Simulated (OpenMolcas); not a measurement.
**Rh⁵⁺ among point charges: CASSCF and CASPT2 levels and susceptibility**

How does a field of 5 point charges split the states of Rh⁵⁺, and what χT follows?

Method: state-averaged CASSCF and CASPT2, spin-orbit coupling by RASSI with atomic mean-field integrals. Code: OpenMolcas 26.06.

## (1) The atom as given

| Item | Value |
| --- | --- |
| Species | Rh⁵⁺ (rhodium, Z = 45, 40 electrons) |
| Basis | ANO-RCC-VDZP [6s5p3d1f], 43 functions |
| Scalar Hamiltonian | DKH2, point nucleus |
| Inactive shells | 1s 2s 2p 3s 3p 3d 4s 4p |
| Active space | 4 electrons in 5 orbitals (4d) |
| Some configurations of this space | 4d4 |
| Orbitals | optimised for each spin and parity, averaged over all roots |

Outer shells as boxes (Hund's rule):

4d4
```
4d [↑ ][↑ ][↑ ][↑ ][  ]
```

The ion sits among 5 point charges of -1 e arranged as a trigonal bipyramid (D3h), 2.1 Å from the ion, with the axial distance 2.289 Å.

The work runs as a chain of OpenMolcas steps in one folder; each step below is one input file. Labels, J, g values, rates, χT and fits are worked out afterwards by a script from the matrices that RASSI stores.

## (2) GATEWAY and SEWARD: basis and integrals

File a.inp:

```
&GATEWAY
Coord
1

Rh 0.0 0.0 0.0
Basis=ANO-RCC-VDZP
Group=NoSym
NoMove
AngMom=0.0 0.0 0.0
AMFI
XField
5 Angstrom 0
2.100000 0.000000 0.000000 -1.000000
-1.050000 1.818653 0.000000 -1.000000
-1.050000 -1.818653 0.000000 -1.000000
0.000000 0.000000 2.289000 -1.000000
0.000000 0.000000 -2.289000 -1.000000
&SEWARD
```

The run is started by

```sh
$ OMP_NUM_THREADS=1 MOLCAS_MEM=1689 MOLCAS_PROJECT=a pymolcas a.inp > a.log
```

## (3) CASSCF: quintets, 5 roots

File a.inp:

```
&RASSCF
FileOrb=start.orb
Symmetry=1
Spin=5
nActEl=4 0 0
Inactive=18
Ras2=5
CIRoot=5 5 1
SDav=5
CIMx=300
Iter=120 100
PrWF=0.3
OrbListing=Nothing
MaxOrb=0
>>> COPY $Project.JobIph JOB001
```

start.orb holds the contracted functions of the basis, ordered by shell, or the orbitals of the step before.

## (4) CASSCF: triplets, 45 roots

File a.inp:

```
&RASSCF
FileOrb=start.orb
Symmetry=1
Spin=3
nActEl=4 0 0
Inactive=18
Ras2=5
CIRoot=45 45 1
SDav=45
CIMx=300
Iter=120 100
PrWF=0.3
OrbListing=Nothing
MaxOrb=0
>>> COPY $Project.JobIph JOB002
```

## (5) CASSCF: singlets, 50 roots

File a.inp:

```
&RASSCF
FileOrb=start.orb
Symmetry=1
Spin=1
nActEl=4 0 0
Inactive=18
Ras2=5
CIRoot=50 50 1
SDav=50
CIMx=300
Iter=120 100
PrWF=0.3
OrbListing=Nothing
MaxOrb=0
>>> COPY $Project.JobIph JOB003
```

## (6) State interaction with spin-orbit coupling

File a.inp:

```
&RASSI
NrOfJobIphs=3 5 45 50
1 2 3 4 5
1 2 3 4 5 6 7 8 9 10 11 12 13 14 15 16 17 18 19 20 21 22 23 24 25 26 27
28 29 30 31 32 33 34 35 36 37 38 39 40 41 42 43 44 45
1 2 3 4 5 6 7 8 9 10 11 12 13 14 15 16 17 18 19 20 21 22 23 24 25 26 27
28 29 30 31 32 33 34 35 36 37 38 39 40 41 42 43 44 45 46 47 48 49 50
IphNames
JOB001
JOB002
JOB003
EJob
SpinOrbit
DIPRint=1.0
SOCoupling=1000.0
Subsets=2
Property=9
'ANGMOM' 1 'ANGMOM' 2 'ANGMOM' 3 'MLTPL  1' 1 'MLTPL  1' 2 'MLTPL  1' 3
'AMFI' 1 'AMFI' 2 'AMFI' 3
SOProperty=3
'ANGMOM' 1 'ANGMOM' 2 'ANGMOM' 3
```

## (7) CASPT2: IPEA 0.25, imaginary shift 0.1 (closed shells correlated: 4s 4p)

File a.inp:

```
>>> COPY JOB001 $Project.JobIph
&CASPT2
Multistate=5 1 2 3 4 5
NoMult
Frozen=14
IPEA=0.25
Imaginary=0.1
MaxIter=60
WThr=0.0 0.3 0.05
PrWF=0.5
NoMix
>>> COPY JOB002 $Project.JobIph
&CASPT2
Multistate=45 1 2 3 4 5 6 7 8 9 10 11 12 13 14 15 16 17 18 19 20 21 22
23 24 25 26 27 28 29 30 31 32 33 34 35 36 37 38 39 40 41 42 43 44 45
NoMult
Frozen=14
IPEA=0.25
Imaginary=0.1
MaxIter=60
WThr=0.0 0.3 0.05
PrWF=0.5
NoMix
>>> COPY JOB003 $Project.JobIph
&CASPT2
Multistate=50 1 2 3 4 5 6 7 8 9 10 11 12 13 14 15 16 17 18 19 20 21 22
23 24 25 26 27 28 29 30 31 32 33 34 35 36 37 38 39 40 41 42 43 44 45 46
47 48 49 50
NoMult
Frozen=14
IPEA=0.25
Imaginary=0.1
MaxIter=60
WThr=0.0 0.3 0.05
PrWF=0.5
NoMix
```

(Steps that only read results are left out.)

Q: Predict the outcome of this session. Wanted: spin-free ground state; first state of the same spin within the active space; lowest level; next level.

The runs gave:

```
                                            quantity                                                                        value
                                              method  SS-CASPT2, IPEA 0.25, imaginary shift 0.1 (closed shells correlated: 4s 4p)
                              spin-free ground state                                              5A1, 1-fold in its orbital part
first state of the same spin within the active space                                                               5E at 862 cm⁻¹
                                        lowest level                                                                    1-fold A1
                                          next level                                                                   632.9 cm⁻¹
                                         χT at 300 K                                                               0.50 cm³ K/mol
                           effective moment at 300 K                                                                      2.00 μB
```

Cost by method:

| method | time of its own steps | time with the reference |
| --- | --- | --- |
| A. CASSCF | 22 s | 22 s |
| B. SS-CASPT2, IPEA 0.25, imaginary shift 0.1, +4s 4p | 7.6 s | 29 s |

Times are of one thread on a shared host.

In words: The spin-free ground state (5A1) comes to 100 % from free-ion D terms and keeps the highest spin of the shell. χT at 300 K is 0.50, against 3.01 cm³ K/mol for the spin alone, so spin-orbit coupling lowers it. An active space of the d shell alone favours high spin; real ions in strong fields can be low spin. CASPT2 does not keep the components of a term degenerate, and the means are used. The field of point charges can differ much from that of real complexes. With metal d orbitals alone active, the gaps between spin states are rough; where two lie within a few thousand cm-1, their order is open. This is an electrostatic model: the charges have no orbitals.
